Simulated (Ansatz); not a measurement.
Geometry optimisation, DFT LDA, scalar-relativistic, plane waves, PAW (Ansatz 0.2.0).

The input (input.yaml):

```yaml
crystal:
  lattice:
    - [5.4, 0.0, 0.0]
    - [-4.05, 7.014806, 0.0]
    - [0.0, 0.0, 4.2768]
  atoms:
    - { symbol: Ru, position: [0.0, 0.0, 0.0] }
    - { symbol: Ru, position: [0.16666666, 0.22222221, 0.5] }
    - { symbol: Ru, position: [-1.0e-08, 0.33333332, 0.0] }
    - { symbol: Ru, position: [0.16666665, 0.55555554, 0.5] }
    - { symbol: Ru, position: [-2.0e-08, 0.66666664, 0.0] }
    - { symbol: Ru, position: [0.16666664, 0.88888886, 0.5] }
    - { symbol: Ru, position: [0.5, 0.0, 0.0] }
    - { symbol: Ru, position: [0.66666666, 0.22222221, 0.5] }
    - { symbol: Ru, position: [0.49999999, 0.33333332, 0.0] }
    - { symbol: Ru, position: [0.66666665, 0.55555554, 0.5] }
    - { symbol: Ru, position: [0.49999998, 0.66666664, 0.0] }
    - { symbol: Ru, position: [0.66666664, 0.88888886, 0.5] }
    - { symbol: C, position: [-0.00274323, 0.00635131, 0.36342847] }
basis:
  ecutwfc: 420.0
kpoints:
  mp_grid: { grid: [4, 3, 4] }
hamiltonian:
  xc: lda
scf:
  occupations: { method: gaussian, width: 0.1 }
  lower_state_search: "off"
relax:
  f_tol: 0.03
  max_steps: 60
  adjacent_minimum: "off"
```

Run as:

```bash
$ ansatz run input.yaml --threads 4 --pin off --max-ram 10240MiB --backend cpu --events-out ev --progress --plain --runs-dir out
```

Question: Where does it end, and by what steps?

Answer: The run converged. The force dipped under the threshold on the way, but the program's further checks kept it going. Limits of this set-up: coarse k mesh. After 6 steps the energy has fallen by 4.915 eV; Ru2 moved furthest, 0.27 Å. The start is strongly strained (largest force component 16 eV/Å).

| step | energy less start (eV) | largest force component (eV/Å) | accepted |
| --- | --- | --- | --- |
| 0 | 0.0000 | 16.446 | yes |
| 1 | -4.0942 | 5.766 | yes |
| 2 | -4.8701 | 0.948 | yes |
| 3 | -4.8925 | 0.361 | yes |
| 4 | -4.9140 | 0.110 | yes |
| 5 | -4.9152 | 0.016 | yes |
| 6 | -4.9152 | 0.016 | yes |

```xyz
13
Lattice="5.4000 0.0000 0.0000 -4.0500 7.0148 0.0000 0.0000 0.0000 4.2768" Properties=species:S:1:pos:R:3
Ru 0.005 0.029 -0.271
Ru -0.001 1.815 2.237
Ru -1.388 2.368 0.016
Ru -1.411 3.864 2.137
Ru -2.693 4.648 0.000
Ru -2.576 6.135 2.182
Ru 2.711 -0.011 -0.010
Ru 2.695 1.534 2.156
Ru 1.388 2.365 0.019
Ru 1.394 3.887 2.143
Ru -0.015 4.630 0.019
Ru -0.127 6.107 2.203
C -0.022 0.086 1.554
```

The run took 77 s on 4 threads of AMD EPYC 7R43 64-Core Processor (Zen 3), with other jobs on the host, peak memory 0.91 GiB.
